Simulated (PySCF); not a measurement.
# CH4FNSi2: the cost of one run

The runs use PySCF 2.14.0, with density-fitted response routines of our own; the level of theory stands in each step. All values are computed, except where a source is named. Atoms count from 0, in the outputs and in this text.

## 1. The starting structure

9 atoms, charge 0, multiplicity 1; geometry from: GFN2-xTB. The atoms were then displaced at random by about 0.01 Å, so the start is not that level's minimum.

Bonds of the start (Å): N0–C1 1.18, C1–Si2 1.88, Si2–Si3 2.26, Si3–F4 1.63, Si2–H5 1.47, Si2–H6 1.48, Si3–H7 1.46, Si3–H8 1.48.

## 2. Optimising the geometry at PBE0-D3(BJ)/def2-SVP

The job: settings as JSON, then the geometry in Å.

```
{"job": {"xc": "PBE0", "basis": "def2-SVP", "d3": "d3bj", "grid": 1, "shake": 0.01, "kind": "geom"}, "charge": 0, "multiplicity": 1}
N      2.865330    -1.188300    -0.483430
C      1.996710    -0.432950    -0.235840
Si     0.588070     0.743580     0.163480
Si    -1.328710    -0.436650    -0.054210
F     -2.544650     0.597180     0.300320
H      0.798210     1.865990    -0.766640
H      0.938280     1.215170     1.526280
H     -1.684840    -0.864770    -1.407310
H     -1.570590    -1.516400     0.923630
```

On the command line:

```console
> OMP_NUM_THREADS=1 python probes_run.py task.json out
```

This one command runs all jobs of the session in turn.

Q: Estimate the wall time and peak memory of this first job on 1 thread of Arm Neoverse N1, shared host.

About 39 s, with a peak of 0.4 GiB.
